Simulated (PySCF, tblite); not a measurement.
# C₅H₃F₃P₂: geometry, infrared bands and NMR shifts

Wanted: the infrared bands and NMR shifts of C₅H₃F₃P₂ (`FC(F)(F)c1ccpcp1`), by calculation.

Computed with tblite 0.8.0 and PySCF 2.14.0, with density-fitted response routines of our own, on a single molecule in the gas phase. Atoms are numbered from 0 throughout.

**1. Starting geometry**

13 atoms, charge 0, multiplicity 1; geometry from: force field or distance geometry start.

Bonds of the start (Å): F0–C1 1.36, C1–F2 1.37, C1–F3 1.36, C1–C4 1.51, C4–C5 1.43, C5–C6 1.40, C6–P7 1.83, P7–C8 1.83, C8–P9 1.82, P9–C4 1.86, C5–H10 1.10, C6–H11 1.08, C8–H12 1.08.

**2. Geometry optimisation with GFN2-xTB**

The job: settings as JSON, then the geometry in Å.

```
{"job": {"kind": "relax", "xc": "GFN2-xTB", "basis": "xTB"}, "charge": 0, "multiplicity": 1}
F      2.766300     0.279300    -0.301800
C      1.964500    -0.592700     0.375500
F      2.344200    -1.834200    -0.059500
F      2.383700    -0.515800     1.671800
C      0.491500    -0.306100     0.233500
C      0.059600     1.007600    -0.130600
C     -1.228300     1.537100    -0.317200
P     -2.781700     0.611400    -0.070400
C     -2.111800    -1.073700    -0.340600
P     -0.726500    -1.639000     0.696300
H      0.866800     1.733400    -0.304800
H     -1.338200     2.583700    -0.565500
H     -2.694600    -1.790500    -0.904400
```

Started as:

```console
$ OMP_NUM_THREADS=1 python probes_run.py task.json out
```

One launch serves the whole session: the jobs run in the order shown.

**Question.** This job is followed by: GFN2-xTB harmonic vibrations, gas phase; GIAO PBE0/pcSseg-1 NMR shielding, non-relativistic, gas phase. What will the session give for the following? strongest single infrared mode (GFN2-xTB); zero-point energy (GFN2-xTB); 13C shifts against TMS (PBE0/pcSseg-1); 1H shifts against TMS (PBE0/pcSseg-1); 19F shifts against CFCl3 (PBE0/pcSseg-1, means over atoms taken as alike); 31P shifts against H3PO4 (PBE0/pcSseg-1); surface potential, 1st and 99th percentile.

As calculated:

| quantity | value |
| --- | --- |
| strongest single infrared mode (GFN2-xTB) | 1022 cm⁻¹, 311 km/mol |
| zero-point energy (GFN2-xTB) | 43.5 kcal/mol |
| 13C shifts against TMS (PBE0/pcSseg-1) | 195.8, 166.5, 162.5, 138.4, 135.8 ppm |
| 1H shifts against TMS (PBE0/pcSseg-1) | 11.12, 9.61, 8.78 ppm |
| 19F shifts against CFCl3 (PBE0/pcSseg-1, means over atoms taken as alike) | -73.9 ppm |
| 31P shifts against H3PO4 (PBE0/pcSseg-1) | 284.0, 257.3 ppm |
| surface potential, 1st and 99th percentile | -0.59 V and 1.28 V |

What this shows: The optimisation took 81 steps and gained 1.719 eV; among the close pairs (by a distance rule), C4–P9 changed most, from 1.864 to 1.744 Å. No mode is imaginary among the 33: a minimum at this level. The strongest single mode, at 1022 cm⁻¹, moves mainly C1. Unscaled tight-binding wavenumbers are off by several per cent, some by more. Its intensities can rank the bands wrongly. NICS(1)zz of -25 ppm above the planar ring from C4 marks a diatropic (aromatic) ring current. By nearest atom (PBE0/pcSseg-1), the HOMO sits on C4, C6 about 23 % each; P7, P9 about 21 % each and the LUMO on P7 30 %; P9 21 %.
